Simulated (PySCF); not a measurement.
# C6H9GeN: the cost of one run

Computed with PySCF 2.14.0 and routines of our own; the level stands in each step. Atoms count from 0.

### 1 The starting structure

17 atoms, charge 0, multiplicity 1; geometry from: GFN2-xTB.

### 2 Magnetic properties: GIAO BHandHLYP/pcSseg-1

Job settings and geometry (Å):

```
{"job": {"kind": "mag", "xc": "BHandHLYP", "basis": "pcSseg-1", "isotopologues": 2}, "charge": 0, "multiplicity": 1}
C      0.548571     2.684759     1.493709
C     -0.090105     1.698580     1.264435
C     -0.805089     0.480825     0.940412
C     -1.848888     0.683469    -0.184556
Ge    -0.832359    -0.613996    -1.300426
N      0.056916    -0.517755     0.298405
C      1.194846    -1.012189     0.879940
C      2.010299    -1.871560     0.281167
H      1.092213     3.555769     1.709763
H     -1.253220     0.084392     1.862780
H     -2.852594     0.389734     0.113552
H     -1.876505     1.710087    -0.543351
H     -0.033139    -0.154948    -2.505302
H     -1.392920    -1.992612    -1.596001
H      1.386467    -0.647883     1.883303
H      2.888803    -2.253717     0.764228
H      1.799704    -2.210925    -0.722505
```

Level: GIAO BHandHLYP/pcSseg-1 magnetisability, rotational g tensor and spin-rotation constants, non-relativistic, gas phase.

On the command line:

```bash
$ OMP_NUM_THREADS=1 python excited_run.py task.json out
```

This one command runs all jobs of the session in turn.

Q: Estimate the wall time and peak memory of this first job on 1 thread of Arm Neoverse V2, shared host.

About 38 s, with a peak of 1 GiB.
